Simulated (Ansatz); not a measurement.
# BrClH2OZn: the cost of one run

All numbers below are computed with Ansatz 0.2.0 (RKS PBE0-D4/def2-SVP).

## Step 1: Starting point

Bond lengths: Zn1–Cl2 2.590 Å, Zn1–O3 1.790 Å, O3–H4 1.010 Å, Zn1–Br5 2.720 Å, Cl2–H6 1.529 Å, Br5–H6 1.707 Å. Angles: Zn1–Cl2–H6 73.2°, Cl2–Zn1–O3 180.0°, Cl2–Zn1–Br5 71.6°, O3–Zn1–Br5 108.4°, Zn1–O3–H4 109.5°, Zn1–Br5–H6 67.5°, Cl2–H6–Br5 147.6°.

As a file:

```xyz
6

Zn    0.0000    0.0000    0.0000
Cl    0.0000    0.0000    2.5900
O     0.0000    0.0000   -1.7900
H     0.2547   -0.9174   -2.1271
Br   -2.5398   -0.4607    0.8577
H    -1.4410   -0.2614    2.1491
```

## Step 2: A restrained relaxation towards end A

Springs on the bonds that form and break draw the guess towards this end; the thresholds are loose.

Input file input.yaml:

```yaml
crystal:
  periodic: [false, false, false]
  atoms:
    - { symbol: Zn, position_ang: [0.0, 0.0, 0.0] }
    - { symbol: Cl, position_ang: [0.0, 0.0, 2.59] }
    - { symbol: O, position_ang: [0.0, 0.0, -1.79] }
    - { symbol: H, position_ang: [0.2547, -0.9174, -2.1271] }
    - { symbol: Br, position_ang: [-2.5398, -0.4607, 0.8577] }
    - { symbol: H, position_ang: [-1.441, -0.2614, 2.1491] }
basis:
  gaussian: { orbitals: def2-SVP }
hamiltonian:
  xc: pbe0
  dispersion: d4
relax:
  f_tol: 0.15
  max_steps: 25
  restrain:
    - { distance: [0, 4], at: 3.62, k: 30.0 }
    - { distance: [5, 1], at: 2.57, k: 30.0 }
    - { distance: [0, 1], at: 2.24, k: 30.0 }
    - { distance: [5, 4], at: 1.55, k: 30.0 }
output:
  orbitals: {}
```

Command:

```
$ ansatz run input.yaml --threads 2 --pin off --max-ram 3072MiB --backend cpu --events-out ev --progress --plain --runs-dir out
```

**Question.** How long does this run take on 2 threads of Arm Neoverse V1, shared host, and how much memory does it need?

About 46 s, with a peak of 0.27 GiB.
